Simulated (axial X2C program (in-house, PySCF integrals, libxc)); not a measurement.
# ZrBr: properties at the nuclei

Aim: properties at the nuclei of ZrBr, with spin–orbit coupling in the Hamiltonian from the start.

Program: an in-house X2C program for linear molecules on PySCF integrals. Level of theory: two-component X2C with atomic mean-field terms, Zr dyall-cv3z, Br dyall-cv3z. These are calculated values, not measurements.

**1. The job**

File task.json:

```json
{"zs": [40, 35], "q": 0, "bas": ["dyall-cv3z", "dyall-cv3z"], "r0": 2.68, "levels": ["PBE0", "HF", "LDA", "PBE50", "PBE"], "nst": 3}
```

Keys: zs atomic numbers; q charge; bas basis sets; r0 starting distance in Å; levels methods (HF also brings MP2); nst determinants followed.

Command:

```bash
$ python soeom.py task.json out
```

Nuclei are Gaussian, cores are contracted, and the Gaunt term is on.

**2. Expectation values, lowest determinant**

R = 2.483 Å. State: Ω = 3/2 (excess of +ω over −ω: ω = 1/2, ω = -3/2, ω = 5/2).

Output of the PBE0 run:

```text
two-component X2C + atomic mean field  PBE0
basis functions 263  fitting functions 1311  grid points 5801
iter        total energy     max residual
   1      -6201.846182829     5.93e-06
   2      -6201.846182831     4.03e-06
converged
one-electron -9183.18957783  Coulomb 2893.06787193  exact exchange -51.04580551  xc functional -156.45625020  nuclear repulsion 298.36814148  atomic mean-field constant -2.59056271
```

The highest occupied spinor is 100% Zr d.

```tsv
level	Eeff magnitude (GV/cm)	Ws magnitude Zr (kHz)	A∥/gI Zr (MHz)	qzz Zr (a.u.)	A∥/gI Br (MHz)	qzz Br (a.u.)	μ (D)
PBE0	1.74	0.532	813	1.16	16	0.83	-4.11
HF	2.6	0.809	735	0.48	2.2	0.37	-4.54
LDA	2.02	0.598	918	1.45	27.4	0.85	-3.21
PBE50	1.73	0.539	800	0.92	9.09	0.78	-4.63
PBE	1.72	0.516	823	1.36	23.7	0.85	-3.50
```

Eeff is the effective electric field on the electron dipole moment in this Ω state and Ws the scalar–pseudoscalar constant (defined with the proton number Z and per Ω); A∥ is the parallel hyperfine constant, which follows by multiplying with the nuclear g factor gI = μI/(I μN); qzz is the electric field gradient, eQq0 = 234.96 MHz × Q/barn × qzz; μ is positive if Br is the positive end. The operators were transformed with the bare-nucleus X2C matrices.

**3. Expectation values, a higher determinant**

R = 2.483 Å. State: Ω = 3/2 (excess of +ω over −ω: ω = 3/2), 0.07 eV above the lowest in the PBE0 search for states (made at or near this distance, with looser thresholds).

Output of the PBE0 run:

```text
two-component X2C + atomic mean field  PBE0
basis functions 263  fitting functions 1311  grid points 5801
iter        total energy     max residual
   1      -6201.843771385     1.34e-05
   2      -6201.843771408     1.02e-05
   3      -6201.843771416     8.66e-06
   4      -6201.843771429     4.32e-06
   5      -6201.843771432     1.75e-06
   6      -6201.843771432     9.09e-07
converged
one-electron -9182.90755066  Coulomb 2892.76811669  exact exchange -51.04412500  xc functional -156.43779123  nuclear repulsion 298.36814148  atomic mean-field constant -2.59056271
```

The highest occupied spinor is 79% Zr d, 9% Zr p, 8% Br p.

```tsv
level	Eeff magnitude (GV/cm)	Ws magnitude Zr (kHz)	A∥/gI Zr (MHz)	qzz Zr (a.u.)	A∥/gI Br (MHz)	qzz Br (a.u.)	μ (D)
PBE0	1.77	0.592	-521	-0.93	53.1	0.90	-3.38
HF	2.6	0.86	-433	-1.34	21.8	0.32	-3.30
LDA	1.73	0.584	-596	-0.74	73.3	1.01	-2.94
PBE50	1.96	0.654	-518	-1.08	42.4	0.83	-3.72
PBE	1.62	0.541	-525	-0.79	67.6	0.95	-2.90
```

**4. Expectation values, a higher determinant**

R = 2.483 Å. State: Ω = 9/2 (excess of +ω over −ω: ω = 1/2, ω = 3/2, ω = 5/2), 0.22 eV above the lowest in the PBE0 search for states (made at or near this distance, with looser thresholds).

Output of the PBE0 run:

```text
two-component X2C + atomic mean field  PBE0
basis functions 263  fitting functions 1311  grid points 5801
iter        total energy     max residual
   1      -6201.838184120     5.33e-06
   2      -6201.838184122     3.53e-06
converged
one-electron -9182.79587920  Coulomb 2892.65920704  exact exchange -51.04370665  xc functional -156.43538408  nuclear repulsion 298.36814148  atomic mean-field constant -2.59056271
```

The highest occupied spinor is 78% Zr d, 9% Zr p, 9% Br p.

```tsv
level	Eeff magnitude (GV/cm)	Ws magnitude Zr (kHz)	A∥/gI Zr (MHz)	qzz Zr (a.u.)	A∥/gI Br (MHz)	qzz Br (a.u.)	μ (D)
PBE0	1.65	0.185	457	-0.93	22.2	0.94	-3.41
HF	2.48	0.276	405	-1.31	10.3	0.34	-3.34
LDA	1.55	0.171	489	-0.75	30	1.05	-2.97
PBE50	1.83	0.205	451	-1.07	17.6	0.86	-3.76
PBE	1.51	0.168	462	-0.81	29	0.99	-2.93
```

**5. Summary of results**

| quantity | value |
| --- | --- |
| lowest determinant | Ω = 3/2 (excess of +ω over −ω: ω = 1/2, ω = -3/2, ω = 5/2) |
| Eeff magnitude (GV/cm), PBE0 | 1.74 |
| Ws magnitude Zr (kHz), PBE0 | 0.532 |
| A∥/gI Zr (MHz), PBE0 | 813 |
| qzz Zr (a.u.), PBE0 | 1.16 |
| higher determinant | Ω = 3/2 (excess of +ω over −ω: ω = 3/2) |
| Eeff magnitude (GV/cm), PBE0, higher determinant | 1.77 |
| Ws magnitude Zr (kHz), PBE0, higher determinant | 0.592 |
| A∥/gI Zr (MHz), PBE0, higher determinant | -521 |
| qzz Zr (a.u.), PBE0, higher determinant | -0.93 |
| higher determinant | Ω = 9/2 (excess of +ω over −ω: ω = 1/2, ω = 3/2, ω = 5/2) |
| Eeff magnitude (GV/cm), PBE0, higher determinant | 1.65 |
| Ws magnitude Zr (kHz), PBE0, higher determinant | 0.185 |
| A∥/gI Zr (MHz), PBE0, higher determinant | 457 |
| qzz Zr (a.u.), PBE0, higher determinant | -0.93 |

In words: In the first state, the effective field runs from 1.72 to 2.6 GV/cm over the mean-field levels. The expectation values come from single determinants, which for open shells can mix terms of unlike spin or miss the lowest Ω, so a determinant need not be a state. Eeff is the effective electric field on the electron dipole moment in this Ω state and Ws the scalar–pseudoscalar constant (defined with the proton number Z and per Ω); A∥ is the parallel hyperfine constant, which follows by multiplying with the nuclear g factor gI = μI/(I μN); qzz is the electric field gradient, eQq0 = 234.96 MHz × Q/barn × qzz; μ is positive if Br is the positive end. The operators were transformed with the bare-nucleus X2C matrices. A second determinant lies within 0.1 eV of the first, so their order is not settled at this level.
